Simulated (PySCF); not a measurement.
# Gd(OH)3: structure and properties

What shape and bonds does Gd(OH)3 have? It is relaxed from a template within its point group. The structure is generated, not taken from experiment.

Method: PBE0, Gd lcecp-1-SVP with ECP53, O def2-SVP, H def2-SVP; scalar-relativistic core potentials, no spin–orbit coupling; program: PySCF 2.14.0.

1 further run of the same task is left out (for a known fault of the program).

### Step 1. The starting structure

7 atoms, charge 0, spin multiplicity 1.

Bond lengths: Gd1–O2 2.176 Å, Gd1–O4 2.176 Å, Gd1–O6 2.176 Å, O2–H3 0.966 Å, O4–H5 0.966 Å, O6–H7 0.966 Å. Angles: O2–Gd1–O4 120.0°, O2–Gd1–O6 120.0°, O4–Gd1–O6 120.0°, Gd1–O2–H3 158.7°, Gd1–O4–H5 158.7°, Gd1–O6–H7 158.7°.

As a file:

```xyz
7

Gd    0.0000    0.0000    0.0000
O     2.1758    0.0000    0.0000
H     3.0758    0.0000    0.3500
O    -1.0879    1.8843    0.0000
H    -1.5379    2.6637    0.3500
O    -1.0879   -1.8843    0.0000
H    -1.5379   -2.6637    0.3500
```

Formal oxidation states: Gd +3. Each metal's 7 4f electrons lie in its core potential, so multiplicities, spins and levels count the valence alone.

### Step 2. SCF at the start, singlet

run.py (the lines that set the calculation)

```python
mol = gto.M(atom='''
Gd     0.00000     0.00000     0.00000
O      2.17580     0.00000     0.00000
H      3.07580     0.00000     0.35000
O     -1.08790     1.88430     0.00000
H     -1.53790     2.66370     0.35000
O     -1.08790    -1.88430     0.00000
H     -1.53790    -2.66370     0.35000''',
    basis={'Gd': 'lcecp-1-SVP', 'O': 'def2-SVP', 'H': 'def2-SVP'},
    ecp={'Gd': 'lcecp-1-SVP'},
    charge=0, spin=0)
mf = dft.RKS(mol, xc='PBE0')
mf.grids.atom_grid = (50, 194)  # f atoms: unpruned, at least (60, 302)
mf = mf.density_fit()  # fitting sets: Gd AutoAux, O def2-universal-JKFIT, H def2-universal-JKFIT
mf.conv_tol = 1e-08; mf.max_cycle = 55
mf.kernel(dm0)  # dm0: free metal ions and neutral atoms
```

Command:

```sh
$ OMP_NUM_THREADS=2 python run.py
```

Log:

```text
init E= -267.347632614099
  HOMO = -0.305981026439157  LUMO = -0.103636047976501  gap/eV = 5.50609
cycle= 1 E= -263.091012270187  delta_E= 4.26  |g|= 0.367  |ddm|=  2.6
  HOMO = -0.231646513273373  LUMO = -0.0553645591621148  gap/eV = 4.79688
cycle= 2 E= -263.092032788017  delta_E= -0.00102  |g|= 0.391  |ddm|= 0.615
  HOMO = -0.281842567149525  LUMO = -0.0596282005096391  gap/eV = 6.04676
cycle= 3 E= -263.117092097172  delta_E= -0.0251  |g|= 0.137  |ddm|= 0.328
  HOMO = -0.271165757245786  LUMO = -0.0642580761728802  gap/eV = 5.63024
cycle= 4 E= -263.120811224198  delta_E= -0.00372  |g|= 0.0246  |ddm|= 0.108
  HOMO = -0.27237370615533  LUMO = -0.0619743858166935  gap/eV = 5.72526
cycle= 5 E= -263.120957891257  delta_E= -0.000147  |g|= 0.00217  |ddm|= 0.0264
  HOMO = -0.272731193050804  LUMO = -0.0623887418330469  gap/eV = 5.72371
cycle= 6 E= -263.120959189938  delta_E= -1.3e-06  |g|= 0.000316  |ddm|= 0.00331
  HOMO = -0.272769341107747  LUMO = -0.0623831541272608  gap/eV = 5.72490
cycle= 7 E= -263.120959213688  delta_E= -2.37e-08  |g|= 3.82e-05  |ddm|= 0.000301
  HOMO = -0.272770357330655  LUMO = -0.0623806406827399  gap/eV = 5.72500
cycle= 8 E= -263.120959214138  delta_E= -4.51e-10  |g|= 1.12e-05  |ddm|= 5.67e-05
  HOMO = -0.272770651588376  LUMO = -0.0623812265367079  gap/eV = 5.72499
Extra cycle  E= -263.120959214123  delta_E= 1.53e-11  |g|= 1.58e-05  |ddm|= 2.08e-05
converged SCF energy = -263.120959214123
```

Run time: 2.5 s. Hardware: 2 threads of Arm Neoverse V2, shared host; peak memory 0.51 GiB.

Read off: E = -263.120959 Eh, HOMO -7.42 eV, LUMO -1.70 eV, Mulliken charge on Gd1 +1.17 e. 

### Step 3. Relaxation, singlet

Steps are kept in the start's point group, C3v.

run.py (the lines that set the calculation)

```python
mol = gto.M(atom='''
Gd     0.00000     0.00000    -0.00506
O      2.17580     0.00000    -0.00506
H      3.07579     0.00000     0.34494
O     -1.08790     1.88430    -0.00506
H     -1.53789     2.66371     0.34494
O     -1.08790    -1.88430    -0.00506
H     -1.53790    -2.66371     0.34494''',
    basis={'Gd': 'lcecp-1-SVP', 'O': 'def2-SVP', 'H': 'def2-SVP'},
    ecp={'Gd': 'lcecp-1-SVP'},
    charge=0, spin=0)
mf = dft.RKS(mol, xc='PBE0')
mf.grids.atom_grid = (50, 194)  # f atoms: unpruned, at least (60, 302)
mf = mf.density_fit()  # fitting sets: Gd AutoAux, O def2-universal-JKFIT, H def2-universal-JKFIT
mf.conv_tol = 1e-08; mf.max_cycle = 55
mf.kernel(dm0)  # dm0: an SCF of this state at this start
# quasi-Newton relaxation in Cartesian coordinates to a largest gradient under 0.00045 Eh/bohr, steps kept in the point group
```

Command:

```sh
$ OMP_NUM_THREADS=2 python run.py
```

The driver keeps no SCF log for this step, only its results.

It took 41 s on 2 threads of Arm Neoverse V2, shared host.

Step by step:

| step | energy from step 1 (eV) | largest force component (eV/Å) |
| --- | --- | --- |
| 1 | 0.0000 | 1.4100 |
| 2 | -0.2741 | 0.7698 |
| 3 | -0.3691 | 0.4765 |
| 4 | -0.4045 | 0.4749 |
| 5 | -0.4124 | 0.0875 |
| 6 | -0.4152 | 0.1456 |
| 7 | -0.4165 | 0.1357 |
| 8 | -0.4212 | 0.1879 |
| 9 | -0.4238 | 0.2173 |
| 10 | -0.4243 | 0.1928 |
| 11 | -0.4255 | 0.0244 |
| 12 | -0.4259 | 0.0755 |
| 13 | -0.4263 | 0.0711 |
| 14 | -0.4266 | 0.0422 |
| 15 | -0.4268 | 0.0023 |

Distances of close pairs at the start and the end, largest changes first:

| bond | before (Å) | after (Å) | change (Å) |
| --- | --- | --- | --- |
| Gd1–O4 | 2.176 | 2.071 | -0.105 |
| Gd1–O2 | 2.176 | 2.071 | -0.105 |
| Gd1–O6 | 2.176 | 2.071 | -0.105 |
| O6–H7 | 0.966 | 0.956 | -0.010 |
| O4–H5 | 0.966 | 0.956 | -0.010 |
| O2–H3 | 0.966 | 0.956 | -0.010 |

It ends in C3v at E = -263.136642 Eh.

```
Gd    0.0000    0.0000    0.0520
O     2.0698    0.0000    0.1289
H     3.0235    0.0000    0.1919
O    -1.0349    1.7925    0.1289
H    -1.5118    2.6185    0.1919
O    -1.0349   -1.7925    0.1289
H    -1.5118   -2.6185    0.1919
```

### Step 4. The relaxed geometry turned into its symmetry frame

run.py (the lines that set the calculation)

```python
mol = gto.M(atom='''
Gd     0.00000     0.00000    -0.01968
O      2.06980     0.00000     0.05718
H      3.02354     0.00000     0.12023
O     -1.03490     1.79250     0.05718
H     -1.51177     2.61846     0.12023
O     -1.03490    -1.79250     0.05718
H     -1.51177    -2.61846     0.12023''',
    basis={'Gd': 'lcecp-1-SVP', 'O': 'def2-SVP', 'H': 'def2-SVP'},
    ecp={'Gd': 'lcecp-1-SVP'},
    charge=0, spin=0)
mf = dft.RKS(mol, xc='PBE0')
mf.grids.atom_grid = (50, 194)  # f atoms: unpruned, at least (60, 302)
mf = mf.density_fit()  # fitting sets: Gd AutoAux, O def2-universal-JKFIT, H def2-universal-JKFIT
mf.conv_tol = 1e-08; mf.max_cycle = 55
mf.kernel(dm0)  # dm0: free metal ions and neutral atoms
```

Command:

```sh
$ OMP_NUM_THREADS=2 python run.py
```

Log:

```text
init E= -267.485885030657
  HOMO = -0.320026438793132  LUMO = -0.0998883990428432  gap/eV = 5.99026
cycle= 1 E= -263.105142288255  delta_E= 4.38  |g|= 0.385  |ddm|= 2.69
  HOMO = -0.235433202605446  LUMO = -0.03312852433125  gap/eV = 5.50499
cycle= 2 E= -263.110346074501  delta_E= -0.0052  |g|= 0.377  |ddm|= 0.617
  HOMO = -0.287963097761618  LUMO = -0.045179635286356  gap/eV = 6.60647
cycle= 3 E= -263.13330653594  delta_E= -0.023  |g|= 0.129  |ddm|= 0.313
  HOMO = -0.277339584365583  LUMO = -0.0495035655253737  gap/eV = 6.19973
cycle= 4 E= -263.136465376903  delta_E= -0.00316  |g|= 0.0273  |ddm|= 0.101
  HOMO = -0.278625771362842  LUMO = -0.0473286750427206  gap/eV = 6.29391
cycle= 5 E= -263.136641258639  delta_E= -0.000176  |g|= 0.00196  |ddm|= 0.0288
  HOMO = -0.278984716087253  LUMO = -0.047675588952341  gap/eV = 6.29424
cycle= 6 E= -263.136642227468  delta_E= -9.69e-07  |g|= 0.000255  |ddm|= 0.00295
  HOMO = -0.279017279499305  LUMO = -0.0476723538939154  gap/eV = 6.29522
cycle= 7 E= -263.136642242282  delta_E= -1.48e-08  |g|= 1.65e-05  |ddm|= 0.000239
  HOMO = -0.27901884240323  LUMO = -0.0476723773276433  gap/eV = 6.29526
cycle= 8 E= -263.136642242363  delta_E= -8.08e-11  |g|= 7.94e-06  |ddm|= 2.58e-05
  HOMO = -0.279018886385347  LUMO = -0.0476724282391494  gap/eV = 6.29526
Extra cycle  E= -263.136642242358  delta_E= 4.55e-12  |g|= 1.05e-05  |ddm|= 1.43e-05
converged SCF energy = -263.136642242358
```

Wall time 1.2 s (2 threads of Arm Neoverse V2, shared host).

It gives: E = -263.136642 Eh, HOMO -7.59 eV, LUMO -1.30 eV, Mulliken charge on Gd1 +1.10 e. 

### Step 5. Frequencies and infrared intensities

Edit run.py (the lines that set the calculation) of step 4 so:

```diff
@@ -14,3 +14,4 @@
 mf = mf.density_fit()  # fitting sets: Gd AutoAux, O def2-universal-JKFIT, H def2-universal-JKFIT
-mf.conv_tol = 1e-08; mf.max_cycle = 55
-mf.kernel(dm0)  # dm0: free metal ions and neutral atoms
+mf.conv_tol = 1e-10; mf.max_cycle = 55
+mf.kernel(dm0)  # dm0: the density of the relaxed state
+# Hessian and dipole derivatives by central differences of gradients, 0.02 bohr
```

Command:

```sh
$ OMP_NUM_THREADS=2 python run.py
```

The driver keeps no SCF log for this step, only its results.

Run time: 36 s. Hardware: 2 threads of Arm Neoverse V2, shared host.

Point group C3v; negative numbers are unstable modes, and those under 60 cm⁻¹ are near the numerical noise:

| cm⁻¹ | km/mol | symmetry |
| --- | --- | --- |
| 29 | 13.0 | a1 |
| 119 | 1.8 | e |
| 119 | 1.8 | e |
| 298 | 0.0 | a2 |
| 371 | 276.2 | e |
| 371 | 276.2 | e |
| 488 | 1.1 | e |
| 488 | 1.1 | e |
| 501 | 535.0 | a1 |
| 589 | 202.0 | e |
| 589 | 202.0 | e |
| 614 | 1.1 | a1 |
| 4017 | 175.5 | e |
| 4017 | 175.5 | e |
| 4018 | 1.1 | a1 |

### Step 6. Properties on a finer grid

run.py (the lines that set the calculation)

```python
mol = gto.M(atom='''
Gd     0.00000     0.00000     0.05203
O      2.06980     0.00000     0.12889
H      3.02354     0.00000     0.19194
O     -1.03490     1.79250     0.12889
H     -1.51177     2.61846     0.19194
O     -1.03490    -1.79250     0.12889
H     -1.51177    -2.61846     0.19194''',
    basis={'Gd': 'lcecp-1-SVP', 'O': 'def2-SVP', 'H': 'def2-SVP'},
    ecp={'Gd': 'lcecp-1-SVP'},
    charge=0, spin=0)
mf = dft.RKS(mol, xc='PBE0')
mf.grids.atom_grid = (75, 302)  # f atoms: unpruned, at least (60, 302)
mf = mf.density_fit()  # fitting sets: Gd AutoAux, O def2-universal-JKFIT, H def2-universal-JKFIT
mf.conv_tol = 1e-09; mf.max_cycle = 55
mf.kernel(dm0)  # dm0: the density of the relaxed state
```

Command:

```sh
$ OMP_NUM_THREADS=2 python run.py
```

Log:

```text
init E= -263.13664028523
  HOMO = -0.279018781167316  LUMO = -0.0476722743554028  gap/eV = 6.29526
cycle= 1 E= -263.136640285306  delta_E= -7.62e-11  |g|= 3.67e-06  |ddm|= 3.07e-05
  HOMO = -0.279019436457081  LUMO = -0.0476721250164793  gap/eV = 6.29528
Extra cycle  E= -263.136640285303  delta_E= 2.96e-12  |g|= 5.73e-06  |ddm|= 6.49e-06
converged SCF energy = -263.136640285303
```

Wall time 10 s (2 threads of Arm Neoverse V2, shared host).

Read off: E = -263.136640 Eh, HOMO -7.59 eV, LUMO -1.30 eV, Mulliken charge on Gd1 +1.10 e, largest force component 0.005 eV/Å. 

Löwdin charges:

| atom | value (e) |
| --- | --- |
| Gd1 | 0.73 |
| O2 | -0.32 |
| H3 | 0.08 |
| O4 | -0.32 |
| H5 | 0.08 |
| O6 | -0.32 |
| H7 | 0.08 |

Mulliken charges: Gd1 +1.10, O2 -0.54, H3 +0.18, O4 -0.54, H5 +0.18, O6 -0.54, H7 +0.18 e.

Contacts (the nearest donor of each ligand) and Mayer bond orders:

| contact | distance (Å) | bond order |
| --- | --- | --- |
| Gd1–O2 (OH) | 2.071 | 1.05 |
| Gd1–O4 (OH) | 2.071 | 1.05 |
| Gd1–O6 (OH) | 2.071 | 1.05 |

Mulliken populations of Gd1 outside the core potential: s 2.13, p 6.33, d 1.35, f 0.09.

The fields below are evaluated on a grid from the run's orbitals.

Frontier orbitals at PBE0, with the share of their density that lies nearest to each atom:

| orbital | energy (eV) | lies on |
| --- | --- | --- |
| HOMO-1 | -7.71 | O2, O4, O6 about 30 % each |
| HOMO | -7.59 | O2, O4, O6 about 30 % each |
| LUMO | -1.30 | Gd1 62 %; O2, O4, O6 about 11 % each |

ELF in a plane through or near 7 of the atoms.

Ten even steps from ' ' (0.00) to '@' (0.95):
```
                                                        
                                                        
                                                        
                      ..**%%%%**..                      
                      ::%%@@@@%%::                      
                    ::--##@@@@##--::                    
                  ..++##%%====%%##++..                  
                    --++########++--                    
                      ..--====--..                      
            ..--==::..++@@++++@@++..::==--..            
            ::##%%%%==--%%****%%--==%%%%##::            
        ::++##%%**==##++::****::++##==**%%##++::        
      ..##%%@@@@%%##@@##::    ::##@@##%%@@@@%%##..      
        ++%%%%##++==**++::    ::++**==++##%%%%++        
          ..::..    ..            ..    ..::..          
                                                        
                                                        
                                                        
                                                        
                                                        
```
The map spans 10.4 Å across and 11.2 Å up, centred on the molecule. Atoms in the plane (x, y in Å): Gd1 (0.0, 0.0), O2 (0.0, 2.1), H3 (0.0, 3.0), O4 (1.8, -1.0), H5 (2.6, -1.5), O6 (-1.8, -1.0), H7 (-2.6, -1.5).

On the surface of density 0.002 e/bohr³ the electrostatic potential runs, from the 1st to the 99th percentile, from -1.12 V near O4 to 4.70 V near Gd1.

### Step 7. Outcome

```
                                              quantity                            value
                                 state and point group      singlet in the valence, C3v
                                                 modes   29 to 4018 cm⁻¹, none unstable
strongest infrared band (modes within 1.5 cm⁻¹ summed)            371 cm⁻¹ (552 km/mol)
                                     zero-point energy                         1.031 eV
                               ideal gas, 298 K, 1 bar  S = 374.5, Cp = 106.5 J/(mol K)
                                 metal–ligand contacts                           2.07 Å
                                       frontier levels     HOMO -7.59 eV, LUMO -1.30 eV
                                                dipole                           0.27 D
                                   mean polarisability                           6.3 Å³
```

In words: All modes are real within the noise of the softest ones, so the structure is a minimum. The metal carries +0.73 e by Löwdin's partition against a formal +3, and bond orders to the nearest donors reach 1.05. Both measures hang on the basis. One start shape was tried, so another isomer may lie lower. The bases are small and lack diffuse functions. Spin–orbit coupling is left out.
